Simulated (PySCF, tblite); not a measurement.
# C4H6ClNO: geometry, infrared bands and NMR shifts

What infrared bands and NMR shifts should C4H6ClNO (`C=N/C(=C/Cl)OC`) show?

The runs use tblite 0.8.0 and PySCF 2.14.0, with density-fitted response routines of our own; the level of theory stands in each step. All values are computed, except where a source is named. Atoms are numbered from 0 throughout.

**1. Starting geometry**

13 atoms, charge 0, multiplicity 1; geometry from: force field or distance geometry start.

Bonds of the start (Å): C0–N1 1.31, N1–C2 1.41, C2–C3 1.34, C3–Cl4 1.74, C2–O5 1.40, O5–C6 1.42, C0–H7 1.10, C0–H8 1.08, C3–H9 1.09, C6–H10 1.11, C6–H11 1.13, C6–H12 1.13.

**2. Geometry optimisation with GFN2-xTB**

Job settings and geometry (Å):

```
{"job": {"kind": "relax", "xc": "GFN2-xTB", "basis": "xTB"}, "charge": 0, "multiplicity": 1}
C      1.909100    -0.716700     1.200300
N      0.614200    -0.564300     1.073900
C      0.051200     0.315400     0.133800
C     -0.549400     1.464400     0.455700
Cl    -1.211300     2.437300    -0.825000
O      0.091000    -0.017800    -1.229000
C     -1.036300    -0.680700    -1.786200
H      2.503600    -0.096200     0.515400
H      2.353800    -1.385500     1.919700
H     -0.607900     1.738800     1.510800
H     -0.908100    -0.911100    -2.859900
H     -1.312300    -1.608900    -1.203000
H     -1.901900     0.025900    -1.646700
```

The run is started by

```console
> OMP_NUM_THREADS=1 python probes_run.py task.json out
```

One launch serves the whole session: the jobs run in the order shown.

**Question.** This job is followed by: GFN2-xTB harmonic vibrations, gas phase; GIAO PBE0/pcSseg-1 NMR shielding, non-relativistic, gas phase. Predict these results of the whole session: strongest single infrared mode (GFN2-xTB); zero-point energy (GFN2-xTB); 13C shifts against TMS (PBE0/pcSseg-1); 1H shifts against TMS (PBE0/pcSseg-1, means over atoms taken as alike); 15N shifts against NH3 (PBE0/pcSseg-1); 35Cl shifts against HCl (PBE0/pcSseg-1); 17O shifts against H2O (PBE0/pcSseg-1); surface potential, 1st and 99th percentile.

The runs gave:

| quantity | value |
| --- | --- |
| strongest single infrared mode (GFN2-xTB) | 1257 cm⁻¹, 162 km/mol |
| zero-point energy (GFN2-xTB) | 58.6 kcal/mol |
| 13C shifts against TMS (PBE0/pcSseg-1) | 161.0, 151.2, 112.1, 59.6 ppm |
| 1H shifts against TMS (PBE0/pcSseg-1, means over atoms taken as alike) | 7.57, 7.06, 6.13, 4.48 ppm |
| 15N shifts against NH3 (PBE0/pcSseg-1) | 380.7 ppm |
| 35Cl shifts against HCl (PBE0/pcSseg-1) | 144 ppm |
| 17O shifts against H2O (PBE0/pcSseg-1) | 97.9 ppm |
| surface potential, 1st and 99th percentile | -1.41 V and 0.97 V |

In words: The optimisation took 107 steps and gained 0.743 eV; among the close pairs (by a distance rule), C2–O5 changed most, from 1.404 to 1.354 Å. All 33 modes are real, so the xTB geometry is a minimum. The strongest single mode, at 1257 cm⁻¹, moves mainly H9 and C2. GFN2-xTB is a fitted tight-binding method: band positions and strengths are rough. Its intensities can rank the bands wrongly. The most deshielded carbon is C2 (alkene carbon bearing oxygen), at 161.0 ppm: an sp2 carbon further deshielded by the attached heteroatom. At PBE0/pcSseg-1: Shielding is most anisotropic at N1 (span 661 ppm, paramagnetic term -441 ppm). At PBE0/pcSseg-1, counted by nearest atom on the grid, the HOMO lies on C3 28 %; Cl4 20 %, the LUMO on C0 28 %; C3 19 %.
